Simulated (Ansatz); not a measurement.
# Mg2CdTe3: the cost of one run

Method: DFT PBE, scalar-relativistic, plane waves, PAW, in Ansatz 0.2.0.

**1. Starting point**

It takes space group P6_3mc (No. 186, hexagonal). The conventional cell has a = 4.251 Å, b = 4.251 Å, c = 20.664 Å, α = 90.00°, β = 90.00°, γ = 120.00°. Mg (site symmetry 3m) is surrounded by 4 Te at 2.59 to 2.60 Å. Cd (site symmetry 3m) is surrounded by 4 Te at 2.59 to 2.60 Å. Around Te (site symmetry 3m) lie 4 Mg at 2.59 to 2.60 Å. Te (site symmetry 3m) is surrounded by 3 Mg at 2.59 Å and 1 Cd at 2.60 Å. Te (site symmetry 3m) has 3 Cd at 2.59 Å and 1 Mg at 2.60 Å as nearest neighbours.

As a file:

```cif
data_structure
_symmetry_space_group_name_H-M 'P 1'
_symmetry_Int_Tables_number 1
_cell_length_a 4.2510
_cell_length_b 4.2510
_cell_length_c 20.6644
_cell_angle_alpha 90.000
_cell_angle_beta 90.000
_cell_angle_gamma 120.000
_cell_volume 323.39
loop_
_atom_site_label
_atom_site_type_symbol
_atom_site_fract_x
_atom_site_fract_y
_atom_site_fract_z
_atom_site_occupancy
Mg1 Mg 0.33333 0.66667 0.66533 1
Mg2 Mg 0.33333 0.66667 0.99866 1
Mg3 Mg 0.66667 0.33333 0.16533 1
Mg4 Mg 0.66667 0.33333 0.49866 1
Cd1 Cd 0.33333 0.66667 0.33200 1
Cd2 Cd 0.66667 0.33333 0.83200 1
Te1 Te 0.33333 0.66667 0.12467 1
Te2 Te 0.33333 0.66667 0.45800 1
Te3 Te 0.33333 0.66667 0.79134 1
Te4 Te 0.66667 0.33333 0.29134 1
Te5 Te 0.66667 0.33333 0.62467 1
Te6 Te 0.66667 0.33333 0.95800 1
```

The start is an ordering of an alloy on its end members' structure types: elements ordered on the sites of the MgTe type, Cd/Mg on Mg (P6_3mc, No. 186).

**2. Probe: one point on a coarse mesh**

Contents of input.yaml:

```yaml
crystal:
  lattice:
    - [4.25097343, 0.0, 0.0]
    - [-2.12548672, 3.68145099, 0.0]
    - [0.0, 0.0, 20.66439194]
  atoms:
    - { symbol: Mg, position: [0.33333333, 0.66666667, 0.66533039] }
    - { symbol: Mg, position: [0.33333333, 0.66666667, 0.99866372] }
    - { symbol: Mg, position: [0.66666667, 0.33333333, 0.16533039] }
    - { symbol: Mg, position: [0.66666667, 0.33333333, 0.49866372] }
    - { symbol: Cd, position: [0.33333333, 0.66666667, 0.33199706] }
    - { symbol: Cd, position: [0.66666667, 0.33333333, 0.83199706] }
    - { symbol: Te, position: [0.33333333, 0.66666667, 0.12466961] }
    - { symbol: Te, position: [0.33333333, 0.66666667, 0.45800294] }
    - { symbol: Te, position: [0.33333333, 0.66666667, 0.79133628] }
    - { symbol: Te, position: [0.66666667, 0.33333333, 0.29133628] }
    - { symbol: Te, position: [0.66666667, 0.33333333, 0.62466961] }
    - { symbol: Te, position: [0.66666667, 0.33333333, 0.95800294] }
basis:
  ecutwfc: 420
kpoints:
  mp_grid: { grid: [6, 6, 1] }
hamiltonian:
  xc: pbe
scf:
  occupations: { method: gaussian, width: 0.1 }
  lower_state_search: "off"
output:
  forces: true
  stress: true
  eigenvalues: true
```

The run is started by

```bash
ansatz run input.yaml --threads 1 --pin off --max-ram 2560MiB --backend cpu --events-out ev --progress --plain --runs-dir out
```

**Question.** How long does this run take on 1 thread of Arm Neoverse V2, shared host, and how much memory does it need?

About 22 s, with a peak of 0.59 GiB.
